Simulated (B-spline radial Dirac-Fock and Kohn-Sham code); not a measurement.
# Inner shells of Ti⁺

What does theory give for Ti⁺? The session works out its X-ray form factor and Compton profile, the binding energy of each subshell, how cheaper methods do for the levels, the widths and yields of its core holes and its two-hole states.

Method: a free atom or ion on a radial basis; each step names its model; computed with B-spline radial Dirac-Fock and Kohn-Sham code, version 2.

**1. The atom as given**

Ti⁺, [Ar] 3d2 4s1.

| Item | Value |
| --- | --- |
| nuclear charge | 22 |
| electrons | 21 |
| mass number | 48 |
| nuclear rms radius | 3.5921 fm |

Outer shells as boxes (Hund's rule, for the drawing alone; heavy ions are jj-coupled, and the calculation averages over the configuration):

```
[Ar] core
3d [↑ ][↑ ][  ][  ][  ]
4s [↑ ]
```

**2. Form factor and Compton profile**

Model: Dirac-Fock average of configuration, finite nucleus; form factor of the spherical density, Waller-Hartree incoherent function, impulse-approximation Compton profiles.

Settings, as recorded:

```ini
task = scatter
Z = 22
charge = 1
configuration = 1s2 2s2 2p6 3s2 3p6 3d2 4s1
mass_number = 48
rms_radius = 3.5921  # fm
s = [0.0, 0.06, 0.08, 0.1, 0.12, 0.15, 0.18, 0.23, 0.28, 0.35, 0.43, 0.54, 0.67, 0.83, 1.03, 1.27, 1.58, 1.95, 2.42, 3.0, 3.72, 4.61, 5.72]  # 1/A
pz = [0, 0.1, 0.2, 0.3, 0.4, 0.5, 0.6, 0.8, 1.0, 1.2, 1.4, 1.6, 1.8, 2.0, 2.5, 3.0, 4.0, 5.0, 7.0, 10.0, 15.0, 20.0, 30.0, 40.0, 60.0, 100.0]  # a.u.
photon_energy = [1000, 2000, 8047.8, 10000, 17479.3, 30000, 50000, 200000]  # eV
```

**3. Binding energies**

Model: Dirac-Fock average of configuration, Delta-SCF, finite nucleus, first-order Breit with its frequency dependence, self-energy and vacuum polarisation.

The run's settings:

```ini
task = binding
```

**4. The levels by Dirac LDA**

Model: Dirac-Kohn-Sham LDA (Slater exchange, VWN correlation), finite nucleus, spherical and without spin polarisation.

The run's settings:

```ini
task = binding-ladder
method = lda,vwn
relativity = dirac
```

**5. Filling the vacancies**

Model: independent-particle rates: relativistic LDA orbitals of the hole state, multipoles to L = 3 (length form), Coulomb Auger matrix elements with a Latter-tail continuum; energies from Dirac-Fock.

Recorded inputs:

```ini
task = decay
holes = ["K", "L1", "L2", "L3", "M1", "M2", "M3"]
```

**6. Double vacancies and Auger multiplets**

Model: Dirac-Fock average of configuration, Delta-SCF, finite nucleus, first-order Breit with its frequency dependence, self-energy and vacuum polarisation; two-hole levels by intermediate coupling within the shell, Auger rates as independent-particle Coulomb matrix elements.

Settings, as recorded:

```ini
task = double
```

**7. The levels by non-relativistic HF**

Model: non-relativistic Hartree-Fock, average of configuration, point nucleus.

Recorded inputs:

```ini
task = binding-ladder
method = hf
relativity = nr
```

**8. The levels by Dirac PBE**

Model: Dirac-Kohn-Sham PBE, finite nucleus, spherical and without spin polarisation.

Settings, as recorded:

```ini
task = binding-ladder
method = pbe,pbe
relativity = dirac
```

(Steps that only read results are left out.)

Before running it: what results should come out? Wanted: rms radius of the electron cloud; form factor halves at; Compton profile at zero; deepest level listed, K; least bound, N1; Kα1; Dirac LDA, K: eigenvalue / ΔSCF; K hole: width, yield; largest U, K K.

**Answer**, as computed:

| quantity | value |
| --- | --- |
| rms radius of the electron cloud | 1.19 bohr |
| form factor halves at | 0.42 1/Å |
| Compton profile at zero | 5.428 1/a.u. |
| deepest level listed, K (1s) | 4984.6 eV |
| least bound, N1 (4s) | 12.72 eV |
| Kα1 | 4509.6 eV |
| ionisation energy, NIST (measured) | 13.5755 eV |
| Dirac LDA, K: eigenvalue / ΔSCF | 4862.7 / 4992.2 eV |
| K hole: width, yield | 0.884 eV, 0.221 |
| its lifetime | 0.745 fs |
| its strongest line | Kα1 (K-L3), 4509.6 eV |
| largest U, K K | 305.5 eV |
| Kα hypersatellite shift | +227.9 eV |
| strongest line of K-L123 | L2L3, J = 2, 3969.8 eV |
| non-relativistic HF, 1s: eigenvalue / ΔSCF | 4994.6 / 4958.9 eV |
| Dirac PBE, K: eigenvalue / ΔSCF | 4875.4 / 5005.3 eV |

What this shows: Further runs did not end well and aren't shown (photo). f falls from 21 to half of that at s = 0.42 1/Å. Incoherent scattering outweighs coherent from 50.0 keV on, among the energies asked. For K (1s), relaxation takes off 36.1 eV, Breit terms shift it by -4.52 and QED by -2.02 eV. NIST's ionisation energy differs by +0.86 eV from the least binding energy; the calculation averages open shells over their j components and terms. Dirac LDA misses the K level by -2.4 % with its eigenvalue and by +0.2 % with ΔSCF, so total-energy differences mend most of the error. With a yield of 0.22, electron emission is the main way out for the K hole, in 0.74 fs. Coster-Kronig decay rules L1, M2 and M3, where this model's widths can be far from the measured ones. Two holes repel most in K K, by 305.5 eV, and least in M2 M3, by 16.77 eV. An empty K shell moves Kα up by 228 eV. In the K-L123 Auger group the L2L3 J = 2 line carries 59 % of the rate. Non-relativistic HF misses the 1s level by +0.2 % with its eigenvalue and by -0.5 % with ΔSCF. Dirac PBE misses the K level by -2.2 % with its eigenvalue and by +0.4 % with ΔSCF, so total-energy differences mend most of the error. The Hartree-Fock and Dirac-Fock values hold no electron correlation.
